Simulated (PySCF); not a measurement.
# C₅H₁₀ClFSi: field gradients at the nuclei

How much do the quadrupole couplings of C₅H₁₀ClFSi depend on the level of theory? Each job file holds the settings and the coordinates that a driver script hands to the program.

Method: the levels named in each step, in PySCF 2.14.0, density-fitted response routines.

### Step 1. Starting point

Bond lengths (14 of 18 bonds, heavy atoms first): F1–Si2 1.626 Å, Si2–C3 1.906 Å, C3–Cl4 1.787 Å, Si2–C5 1.899 Å, C5–C6 1.534 Å, C6–C7 1.528 Å, Si2–C8 1.897 Å, C7–C8 1.535 Å, C3–H9 1.086 Å, C3–H10 1.087 Å, C5–H11 1.089 Å, C5–H12 1.087 Å, C6–H13 1.091 Å, C6–H14 1.091 Å. Angles (14 of 36 angles, heavy atoms first): F1–Si2–C3 105.3°, F1–Si2–C5 110.5°, F1–Si2–C8 111.9°, C3–Si2–C5 117.2°, C3–Si2–C8 117.1°, C5–Si2–C8 94.9°, Si2–C3–Cl4 109.2°, Si2–C5–C6 103.3°, C5–C6–C7 108.4°, C6–C7–C8 108.3°, Si2–C8–C7 103.9°, Si2–C3–H9 113.4°, Si2–C3–H10 112.1°, Cl4–C3–H9 106.5°.

Coordinates:

```xyz
18

F     0.1798   -1.6439    0.9738
Si   -0.1670   -0.4286   -0.0485
C     1.4784   -0.0192   -0.9199
Cl    2.5856    0.7547    0.2495
C    -1.6424   -0.8889   -1.1520
C    -2.8174   -0.1521   -0.4966
C    -2.3245    1.2119   -0.0167
C    -1.0596    0.9986    0.8256
H     1.3666    0.6772   -1.7458
H     1.9834   -0.9115   -1.2803
H    -1.5145   -0.5363   -2.1747
H    -1.8400   -1.9567   -1.2055
H    -3.1620   -0.7254    0.3657
H    -3.6553   -0.0452   -1.1869
H    -2.0821    1.8274   -0.8853
H    -3.0971    1.7281    0.5544
H    -1.3376    0.6976    1.8361
H    -0.4901    1.9210    0.9136
```

### Step 2. Geometry, PBE0-D3(BJ)/def2-SVP

File job.txt:

```
{"job": {"xc": "PBE0", "basis": "def2-SVP", "d3": "d3bj", "grid": 2, "kind": "geom"}, "charge": 0, "multiplicity": 1}
F      0.179830    -1.643880     0.973800
Si    -0.167040    -0.428560    -0.048530
C      1.478400    -0.019210    -0.919920
Cl     2.585640     0.754670     0.249470
C     -1.642410    -0.888940    -1.152030
C     -2.817440    -0.152100    -0.496630
C     -2.324550     1.211890    -0.016710
C     -1.059600     0.998560     0.825590
H      1.366640     0.677210    -1.745760
H      1.983380    -0.911520    -1.280260
H     -1.514450    -0.536260    -2.174740
H     -1.839970    -1.956720    -1.205520
H     -3.162040    -0.725430     0.365680
H     -3.655330    -0.045230    -1.186940
H     -2.082090     1.827360    -0.885260
H     -3.097140     1.728110     0.554390
H     -1.337590     0.697580     1.836130
H     -0.490120     1.921000     0.913580
```

Output:

```text
step   0  E = -1045.12807678  max force = 0.012119
step   1  E = -1045.13079147  max force = 0.002290
step   2  E = -1045.13093467  max force = 0.001089
step   3  E = -1045.13097831  max force = 0.000898
step   4  E = -1045.13099022  max force = 0.000580
step   5  E = -1045.13099453  max force = 0.000277
optimisation converged
```

Wall time 92 s (8 threads of AMD EPYC 7R43 (Zen 3), shared host); peak memory 0.99 GiB.

It ended at:

```xyz
18

F     0.1506   -1.6489    1.0343
Si   -0.1930   -0.4434   -0.0149
C     1.4122   -0.0202   -0.9018
Cl    2.5490    0.7853    0.2264
C    -1.6216   -0.9075   -1.1474
C    -2.8016   -0.1421   -0.5208
C    -2.2981    1.2166   -0.0160
C    -1.0353    0.9990    0.8359
H     1.2272    0.6681   -1.7405
H     1.9120   -0.9140   -1.3038
H    -1.4222   -0.5344   -2.1676
H    -1.7992   -1.9901   -1.2295
H    -3.1951   -0.7183    0.3352
H    -3.6404   -0.0229   -1.2254
H    -2.0493    1.8497   -0.8867
H    -3.0844    1.7539    0.5382
H    -1.3014    0.6823    1.8592
H    -0.4053    1.8953    0.9315
```

### Step 3. Field gradients, PBE0/def2-TZVPP

File job.txt:

```
{"job": {"kind": "efgt", "xc": "PBE0", "basis": "def2-TZVPP"}, "charge": 0, "multiplicity": 1}
F      0.150554    -1.648932     1.034334
Si    -0.193048    -0.443367    -0.014926
C      1.412228    -0.020205    -0.901784
Cl     2.548952     0.785276     0.226407
C     -1.621619    -0.907520    -1.147405
C     -2.801574    -0.142099    -0.520815
C     -2.298070     1.216637    -0.015985
C     -1.035271     0.999024     0.835945
H      1.227202     0.668100    -1.740473
H      1.912013    -0.913969    -1.303809
H     -1.422190    -0.534421    -2.167625
H     -1.799212    -1.990051    -1.229498
H     -3.195060    -0.718274     0.335244
H     -3.640363    -0.022880    -1.225430
H     -2.049330     1.849719    -0.886723
H     -3.084362     1.753909     0.538155
H     -1.301408     0.682334     1.859189
H     -0.405323     1.895250     0.931539
```

Output:

```text
coarse grid: 15968 points
cycle   1  E = -1045.6346923030  dE =  6.984e-01  |g| = 6.764e-01  |ddm| = 3.262e+00
cycle   2  E = -1045.5643081161  dE =  7.038e-02  |g| = 9.652e-01  |ddm| = 1.394e+00
cycle   3  E = -1045.7238619966  dE = -1.596e-01  |g| = 9.735e-02  |ddm| = 8.853e-01
cycle   4  E = -1045.7253538753  dE = -1.492e-03  |g| = 4.222e-02  |ddm| = 1.007e-01
cycle   5  E = -1045.7257075223  dE = -3.536e-04  |g| = 1.016e-02  |ddm| = 3.538e-02
cycle   6  E = -1045.7257310403  dE = -2.352e-05  |g| = 2.181e-03  |ddm| = 1.042e-02
cycle   7  E = -1045.7257320086  dE = -9.682e-07  |g| = 5.954e-04  |ddm| = 2.229e-03
final grid: 220992 points
cycle   8  E = -1045.7167613629  dE = -9.323e-05  |g| = 8.397e-03  |ddm| = 1.076e-01
cycle   9  E = -1045.7167548872  dE =  6.476e-06  |g| = 9.629e-03  |ddm| = 1.395e-02
cycle  10  E = -1045.7167771041  dE = -2.222e-05  |g| = 1.011e-03  |ddm| = 7.693e-03
cycle  11  E = -1045.7167773108  dE = -2.067e-07  |g| = 2.756e-04  |ddm| = 1.070e-03
cycle  12  E = -1045.7167773241  dE = -1.330e-08  |g| = 1.187e-04  |ddm| = 2.696e-04
cycle  13  E = -1045.7167773263  dE = -2.198e-09  |g| = 2.487e-05  |ddm| = 9.389e-05
cycle  14  E = -1045.7167773264  dE = -1.212e-10  |g| = 4.055e-06  |ddm| = 2.569e-05
converged SCF energy = -1045.7167773264

Field-gradient tensors (au): xx yy zz xy xz yz
  0 F    -0.51246    0.38276    0.12970   -0.25120    0.22475   -0.83602
  1 Si   -0.33570    0.18486    0.15084   -0.03459    0.08698   -0.49065
  2 C    -0.00744   -0.04325    0.05069    0.16160    0.33243    0.19740
  3 Cl    0.46656   -0.79854    0.33198    1.76873    2.40992    1.72773
  4 C    -0.00936    0.01582   -0.00646   -0.03503   -0.08782   -0.01003
  5 C     0.02120    0.01802   -0.03922   -0.02922   -0.03442    0.03806
  6 C     0.02373   -0.00482   -0.01891    0.00700    0.05632   -0.00153
  7 C     0.03218   -0.04964    0.01746    0.02058    0.05758   -0.05509
  8 H    -0.12866    0.02874    0.09992   -0.03865    0.06095   -0.19334
  9 H    -0.04981    0.13299   -0.08317   -0.15231   -0.05849    0.12680
 10 H    -0.12626   -0.08653    0.21279    0.02108   -0.07176   -0.13020
 11 H    -0.12918    0.26703   -0.13786    0.06709   -0.00217    0.03076
 12 H    -0.08416   -0.02414    0.10830    0.07287   -0.11127   -0.16217
 13 H     0.09756   -0.13083    0.03327   -0.03504    0.19928   -0.02782
 14 H    -0.11216   -0.00475    0.11691    0.05314   -0.07158   -0.18107
 15 H     0.07217   -0.04122   -0.03095   -0.14067   -0.14712    0.10134
 16 H    -0.10771   -0.10831    0.21603    0.03239   -0.09158   -0.11062
 17 H    -0.00570    0.14007   -0.13437    0.19665    0.02435    0.02409
```

Run time: 57 s. Hardware: 8 threads of AMD EPYC 7R43 (Zen 3), shared host; peak memory 2.7 GiB.

### Step 4. Field gradients, PBE/def2-TZVPP

Edit job.txt of step 3 so:

```diff
@@ -1,2 +1,2 @@
-{"job": {"kind": "efgt", "xc": "PBE0", "basis": "def2-TZVPP"}, "charge": 0, "multiplicity": 1}
+{"job": {"kind": "efgt", "xc": "PBE", "basis": "def2-TZVPP"}, "charge": 0, "multiplicity": 1}
 F      0.150554    -1.648932     1.034334
```

Output:

```text
coarse grid: 15968 points
cycle   1  E = -1045.4642127506  dE =  5.500e-01  |g| = 8.621e-01  |ddm| = 3.356e+00
cycle   2  E = -1045.1237305011  dE =  3.405e-01  |g| = 1.578e+00  |ddm| = 2.857e+00
cycle   3  E = -1045.6191446560  dE = -4.954e-01  |g| = 1.921e-01  |ddm| = 2.195e+00
cycle   4  E = -1045.6252949376  dE = -6.150e-03  |g| = 8.083e-02  |ddm| = 2.264e-01
cycle   5  E = -1045.6263833286  dE = -1.088e-03  |g| = 2.855e-02  |ddm| = 7.623e-02
cycle   6  E = -1045.6265713663  dE = -1.880e-04  |g| = 6.006e-03  |ddm| = 2.999e-02
cycle   7  E = -1045.6265787924  dE = -7.426e-06  |g| = 1.694e-03  |ddm| = 6.646e-03
final grid: 220992 points
cycle   8  E = -1045.6152694064  dE = -1.340e-04  |g| = 1.355e-02  |ddm| = 1.447e-01
cycle   9  E = -1045.6151947991  dE =  7.461e-05  |g| = 2.155e-02  |ddm| = 2.807e-02
cycle  10  E = -1045.6153103000  dE = -1.155e-04  |g| = 2.863e-03  |ddm| = 1.874e-02
cycle  11  E = -1045.6153119492  dE = -1.649e-06  |g| = 8.385e-04  |ddm| = 2.987e-03
cycle  12  E = -1045.6153120527  dE = -1.035e-07  |g| = 2.811e-04  |ddm| = 7.991e-04
cycle  13  E = -1045.6153120666  dE = -1.389e-08  |g| = 6.001e-05  |ddm| = 3.065e-04
cycle  14  E = -1045.6153120674  dE = -8.390e-10  |g| = 1.096e-05  |ddm| = 7.010e-05
converged SCF energy = -1045.6153120674

Field-gradient tensors (au): xx yy zz xy xz yz
  0 F    -0.49475    0.37160    0.12315   -0.24301    0.21877   -0.81156
  1 Si   -0.32069    0.17999    0.14071   -0.03672    0.08785   -0.47955
  2 C    -0.00652   -0.04125    0.04777    0.15667    0.32232    0.19084
  3 Cl    0.46613   -0.79648    0.33035    1.75921    2.39020    1.71737
  4 C    -0.00846    0.01590   -0.00744   -0.03591   -0.08835   -0.00851
  5 C     0.02280    0.01815   -0.04095   -0.02862   -0.03363    0.03891
  6 C     0.02426   -0.00350   -0.02076    0.00594    0.05693   -0.00053
  7 C     0.03263   -0.05061    0.01798    0.02034    0.05869   -0.05490
  8 H    -0.12819    0.02865    0.09954   -0.03876    0.06048   -0.19278
  9 H    -0.04980    0.13273   -0.08292   -0.15193   -0.05855    0.12612
 10 H    -0.12553   -0.08604    0.21158    0.02095   -0.07126   -0.12939
 11 H    -0.12867    0.26576   -0.13709    0.06666   -0.00206    0.03047
 12 H    -0.08368   -0.02402    0.10770    0.07250   -0.11067   -0.16123
 13 H     0.09700   -0.13021    0.03321   -0.03479    0.19824   -0.02779
 14 H    -0.11155   -0.00466    0.11620    0.05280   -0.07111   -0.17999
 15 H     0.07170   -0.04102   -0.03068   -0.13995   -0.14649    0.10076
 16 H    -0.10722   -0.10767    0.21489    0.03215   -0.09106   -0.11006
 17 H    -0.00564    0.13924   -0.13360    0.19576    0.02413    0.02403
```

Wall time 49 s (8 threads of AMD EPYC 7R43 (Zen 3), shared host); peak memory 2.7 GiB.

### Step 5. Field gradients, B3LYP/def2-TZVPP

Edit job.txt of step 4 so:

```diff
@@ -1,2 +1,2 @@
-{"job": {"kind": "efgt", "xc": "PBE", "basis": "def2-TZVPP"}, "charge": 0, "multiplicity": 1}
+{"job": {"kind": "efgt", "xc": "B3LYP", "basis": "def2-TZVPP"}, "charge": 0, "multiplicity": 1}
 F      0.150554    -1.648932     1.034334
```

Output:

```text
coarse grid: 15968 points
cycle   1  E = -1046.2585705803  dE =  6.622e-01  |g| = 7.566e-01  |ddm| = 3.264e+00
cycle   2  E = -1046.1385296455  dE =  1.200e-01  |g| = 1.152e+00  |ddm| = 1.711e+00
cycle   3  E = -1046.3704129990  dE = -2.319e-01  |g| = 1.250e-01  |ddm| = 1.141e+00
cycle   4  E = -1046.3729187402  dE = -2.506e-03  |g| = 5.019e-02  |ddm| = 1.287e-01
cycle   5  E = -1046.3733927028  dE = -4.740e-04  |g| = 1.383e-02  |ddm| = 4.267e-02
cycle   6  E = -1046.3734366317  dE = -4.393e-05  |g| = 2.792e-03  |ddm| = 1.444e-02
cycle   7  E = -1046.3734381851  dE = -1.553e-06  |g| = 7.392e-04  |ddm| = 2.873e-03
final grid: 220992 points
cycle   8  E = -1046.3629572354  dE = -8.739e-05  |g| = 6.219e-03  |ddm| = 1.093e-01
cycle   9  E = -1046.3629494287  dE =  7.807e-06  |g| = 8.213e-03  |ddm| = 1.106e-02
cycle  10  E = -1046.3629658720  dE = -1.644e-05  |g| = 8.621e-04  |ddm| = 6.623e-03
cycle  11  E = -1046.3629660023  dE = -1.304e-07  |g| = 4.127e-04  |ddm| = 9.472e-04
cycle  12  E = -1046.3629660284  dE = -2.602e-08  |g| = 1.013e-04  |ddm| = 3.295e-04
cycle  13  E = -1046.3629660301  dE = -1.764e-09  |g| = 2.163e-05  |ddm| = 9.738e-05
cycle  14  E = -1046.3629660302  dE = -8.276e-11  |g| = 5.151e-06  |ddm| = 2.366e-05
converged SCF energy = -1046.3629660302

Field-gradient tensors (au): xx yy zz xy xz yz
  0 F    -0.50394    0.37737    0.12656   -0.24705    0.22053   -0.82236
  1 Si   -0.33962    0.18844    0.15118   -0.03828    0.08847   -0.50609
  2 C    -0.01467   -0.03743    0.05210    0.16100    0.34742    0.20245
  3 Cl    0.45791   -0.80218    0.34428    1.78029    2.43184    1.74264
  4 C    -0.01846    0.02284   -0.00438   -0.03576   -0.09653   -0.01491
  5 C     0.02065    0.01468   -0.03533   -0.02762   -0.03319    0.03276
  6 C     0.02140   -0.00535   -0.01604    0.00586    0.05043   -0.00470
  7 C     0.03116   -0.05243    0.02127    0.02939    0.05903   -0.06233
  8 H    -0.12533    0.02834    0.09700   -0.03786    0.05959   -0.18863
  9 H    -0.04852    0.12993   -0.08142   -0.14863   -0.05689    0.12355
 10 H    -0.12322   -0.08412    0.20734    0.02071   -0.07022   -0.12721
 11 H    -0.12624    0.26085   -0.13461    0.06552   -0.00222    0.02983
 12 H    -0.08221   -0.02364    0.10586    0.07096   -0.10826   -0.15832
 13 H     0.09505   -0.12772    0.03267   -0.03427    0.19466   -0.02728
 14 H    -0.10930   -0.00486    0.11417    0.05185   -0.07019   -0.17653
 15 H     0.07048   -0.04038   -0.03010   -0.13725   -0.14382    0.09894
 16 H    -0.10505   -0.10553    0.21058    0.03183   -0.08941   -0.10809
 17 H    -0.00551    0.13667   -0.13116    0.19208    0.02356    0.02323
```

Wall time 58 s (8 threads of AMD EPYC 7R43 (Zen 3), shared host); peak memory 2.7 GiB.

### Step 6. Field gradients, CAM-B3LYP/def2-TZVPP

Edit job.txt of step 5 so:

```diff
@@ -1,2 +1,2 @@
-{"job": {"kind": "efgt", "xc": "B3LYP", "basis": "def2-TZVPP"}, "charge": 0, "multiplicity": 1}
+{"job": {"kind": "efgt", "xc": "CAM-B3LYP", "basis": "def2-TZVPP"}, "charge": 0, "multiplicity": 1}
 F      0.150554    -1.648932     1.034334
```

Output:

```text
coarse grid: 15968 points
cycle   1  E = -1046.1269821721  dE =  8.843e-01  |g| = 6.701e-01  |ddm| = 3.180e+00
cycle   2  E = -1046.1030253814  dE =  2.396e-02  |g| = 8.569e-01  |ddm| = 1.113e+00
cycle   3  E = -1046.2140991402  dE = -1.111e-01  |g| = 7.637e-02  |ddm| = 6.324e-01
cycle   4  E = -1046.2149912249  dE = -8.921e-04  |g| = 3.844e-02  |ddm| = 8.411e-02
cycle   5  E = -1046.2152917616  dE = -3.005e-04  |g| = 7.578e-03  |ddm| = 3.273e-02
cycle   6  E = -1046.2153045996  dE = -1.284e-05  |g| = 2.320e-03  |ddm| = 7.814e-03
cycle   7  E = -1046.2153059039  dE = -1.304e-06  |g| = 6.020e-04  |ddm| = 2.566e-03
final grid: 220992 points
cycle   8  E = -1046.2060173081  dE = -6.533e-05  |g| = 4.672e-03  |ddm| = 8.016e-02
cycle   9  E = -1046.2060173858  dE = -7.764e-08  |g| = 4.467e-03  |ddm| = 7.853e-03
cycle  10  E = -1046.2060218625  dE = -4.477e-06  |g| = 4.932e-04  |ddm| = 3.233e-03
cycle  11  E = -1046.2060218993  dE = -3.679e-08  |g| = 2.936e-04  |ddm| = 5.535e-04
cycle  12  E = -1046.2060219117  dE = -1.244e-08  |g| = 5.597e-05  |ddm| = 2.312e-04
cycle  13  E = -1046.2060219123  dE = -5.821e-10  |g| = 1.170e-05  |ddm| = 5.919e-05
converged SCF energy = -1046.2060219123

Field-gradient tensors (au): xx yy zz xy xz yz
  0 F    -0.50067    0.37537    0.12530   -0.24406    0.21851   -0.81687
  1 Si   -0.35657    0.19530    0.16127   -0.03878    0.08979   -0.51897
  2 C    -0.01702   -0.03816    0.05518    0.16250    0.35182    0.20537
  3 Cl    0.45498   -0.80533    0.35035    1.78772    2.44809    1.75404
  4 C    -0.01908    0.02292   -0.00384   -0.03654   -0.09766   -0.01532
  5 C     0.01919    0.01624   -0.03544   -0.02801   -0.03422    0.03406
  6 C     0.02135   -0.00566   -0.01569    0.00740    0.05204   -0.00445
  7 C     0.03157   -0.05223    0.02066    0.02943    0.06038   -0.06310
  8 H    -0.12587    0.02821    0.09766   -0.03789    0.06002   -0.18938
  9 H    -0.04873    0.13036   -0.08162   -0.14911   -0.05712    0.12434
 10 H    -0.12377   -0.08468    0.20846    0.02075   -0.07047   -0.12786
 11 H    -0.12665    0.26197   -0.13532    0.06599   -0.00221    0.03012
 12 H    -0.08268   -0.02373    0.10641    0.07132   -0.10890   -0.15910
 13 H     0.09559   -0.12829    0.03270   -0.03455    0.19560   -0.02733
 14 H    -0.10989   -0.00493    0.11482    0.05217   -0.07049   -0.17749
 15 H     0.07096   -0.04061   -0.03035   -0.13791   -0.14441    0.09947
 16 H    -0.10546   -0.10618    0.21164    0.03189   -0.08998   -0.10844
 17 H    -0.00556    0.13747   -0.13191    0.19288    0.02375    0.02339
```

It took 65 s on 8 threads of AMD EPYC 7R43 (Zen 3), shared host; peak memory 3 GiB.

### Step 7. Field gradients, HF/def2-TZVPP

Edit job.txt of step 6 so:

```diff
@@ -1,2 +1,2 @@
-{"job": {"kind": "efgt", "xc": "CAM-B3LYP", "basis": "def2-TZVPP"}, "charge": 0, "multiplicity": 1}
+{"job": {"kind": "efgt", "xc": "HF", "basis": "def2-TZVPP"}, "charge": 0, "multiplicity": 1}
 F      0.150554    -1.648932     1.034334
```

Output:

```text
final grid: 220992 points
cycle   1  E = -1043.1336264409  dE =  1.339e+00  |g| = 6.709e-01  |ddm| = 3.101e+00
cycle   2  E = -1043.2335370411  dE = -9.991e-02  |g| = 4.053e-01  |ddm| = 8.030e-01
cycle   3  E = -1043.2619131989  dE = -2.838e-02  |g| = 7.653e-02  |ddm| = 2.684e-01
cycle   4  E = -1043.2640439503  dE = -2.131e-03  |g| = 1.405e-02  |ddm| = 1.182e-01
cycle   5  E = -1043.2641210678  dE = -7.712e-05  |g| = 5.614e-03  |ddm| = 2.295e-02
cycle   6  E = -1043.2641328750  dE = -1.181e-05  |g| = 1.612e-03  |ddm| = 8.127e-03
cycle   7  E = -1043.2641347336  dE = -1.859e-06  |g| = 5.074e-04  |ddm| = 3.978e-03
cycle   8  E = -1043.2641349302  dE = -1.966e-07  |g| = 1.561e-04  |ddm| = 1.233e-03
cycle   9  E = -1043.2641349450  dE = -1.485e-08  |g| = 4.701e-05  |ddm| = 3.351e-04
cycle  10  E = -1043.2641349466  dE = -1.588e-09  |g| = 1.524e-05  |ddm| = 1.202e-04
cycle  11  E = -1043.2641349467  dE = -1.451e-10  |g| = 5.332e-06  |ddm| = 3.511e-05
converged SCF energy = -1043.2641349467

Field-gradient tensors (au): xx yy zz xy xz yz
  0 F    -0.53058    0.39378    0.13680   -0.25992    0.22864   -0.85847
  1 Si   -0.37168    0.19799    0.17369   -0.03411    0.08810   -0.52980
  2 C    -0.02585   -0.03340    0.05925    0.16379    0.37355    0.21538
  3 Cl    0.43478   -0.78070    0.34592    1.74458    2.39851    1.71116
  4 C    -0.03573    0.03237    0.00336   -0.02798   -0.09863   -0.02401
  5 C     0.01771    0.00436   -0.02207   -0.02588   -0.03040    0.01821
  6 C     0.01604   -0.01024   -0.00580    0.00317    0.03475   -0.01298
  7 C     0.02205   -0.04826    0.02621    0.04256    0.05181   -0.06679
  8 H    -0.12881    0.02910    0.09971   -0.03833    0.06192   -0.19349
  9 H    -0.04954    0.13306   -0.08352   -0.15232   -0.05777    0.12755
 10 H    -0.12766   -0.08692    0.21457    0.02152   -0.07294   -0.13173
 11 H    -0.13021    0.26928   -0.13907    0.06796   -0.00253    0.03120
 12 H    -0.08504   -0.02454    0.10958    0.07338   -0.11181   -0.16399
 13 H     0.09849   -0.13186    0.03337   -0.03548    0.20113   -0.02798
 14 H    -0.11313   -0.00517    0.11829    0.05367   -0.07301   -0.18283
 15 H     0.07306   -0.04155   -0.03151   -0.14186   -0.14833    0.10228
 16 H    -0.10850   -0.10917    0.21768    0.03319   -0.09245   -0.11169
 17 H    -0.00579    0.14132   -0.13553    0.19810    0.02447    0.02386
```

Run time: 22 s. Hardware: 8 threads of AMD EPYC 7R43 (Zen 3), shared host; peak memory 3 GiB.

### Step 8. Comparison

Largest principal value Vzz, in atomic units:

```tsv
atom	PBE0/def2-TZVPP	PBE/def2-TZVPP	B3LYP/def2-TZVPP	CAM-B3LYP/def2-TZVPP	HF/def2-TZVPP
F1	1.1693	1.1340	1.1501	1.1420	1.2025
Si2	0.6661	0.6482	0.6840	0.7052	0.7225
C3	0.4795	0.4643	0.4933	0.4998	0.5235
Cl4	4.0667	4.0393	4.0997	4.1239	4.0305
C5	-0.1044	-0.1047	-0.1177	-0.1192	-0.1253
C6	0.0724	0.0723	0.0667	0.0682	0.0541
C7	0.0630	0.0633	0.0565	0.0583	0.0421
C8	-0.0984	-0.0989	-0.1105	-0.1116	-0.1167
H9	0.2736	0.2728	0.2669	0.2680	0.2740
H10	0.2735	0.2727	0.2669	0.2680	0.2738
H11	0.2754	0.2737	0.2687	0.2700	0.2782
H12	0.2802	0.2788	0.2737	0.2750	0.2827
H13	0.2675	0.2660	0.2610	0.2623	0.2701
H14	0.2722	0.2708	0.2659	0.2672	0.2747
H15	0.2680	0.2664	0.2615	0.2629	0.2709
H16	0.2724	0.2710	0.2660	0.2673	0.2747
CPU time	4.4 min	4.8 min	4.4 min	4.9 min	1.7 min
```

Couplings eQVzz/h in MHz (234.9647 × Q in barn × Vzz), with Q = -0.08112 (35Cl), 0.00285783 (2H):

```tsv
nucleus	PBE0/def2-TZVPP	PBE/def2-TZVPP	B3LYP/def2-TZVPP	CAM-B3LYP/def2-TZVPP	HF/def2-TZVPP
35Cl (atom 4)	-77.512	-76.990	-78.141	-78.602	-76.822
2H (atom 9)	0.184	0.183	0.179	0.180	0.184
2H (atom 10)	0.184	0.183	0.179	0.180	0.184
2H (atom 11)	0.185	0.184	0.180	0.181	0.187
2H (atom 12)	0.188	0.187	0.184	0.185	0.190
2H (atom 13)	0.180	0.179	0.175	0.176	0.181
2H (atom 14)	0.183	0.182	0.179	0.179	0.184
2H (atom 15)	0.180	0.179	0.176	0.177	0.182
2H (atom 16)	0.183	0.182	0.179	0.179	0.184
2H (atom 17)	0.185	0.184	0.180	0.181	0.186
```

### Step 9. What came out

```
                                  quantity        value
coupling of 35Cl (atom 4), PBE0/def2-TZVPP  -77.512 MHz
  coupling of 2H (atom 9), PBE0/def2-TZVPP    0.184 MHz
 coupling of 2H (atom 10), PBE0/def2-TZVPP    0.184 MHz
 coupling of 2H (atom 11), PBE0/def2-TZVPP    0.185 MHz
 coupling of 2H (atom 12), PBE0/def2-TZVPP    0.188 MHz
```

What this shows: The largest coupling, that of 35Cl, runs from -78.602 (CAM-B3LYP/def2-TZVPP) to -76.822 MHz (HF/def2-TZVPP). The gradients are non-relativistic, at the equilibrium geometry and in principal axes; measured couplings hold vibrational averaging and refer to the inertial axes. The def2 sets are stiff near the nuclei, which limits their accuracy.
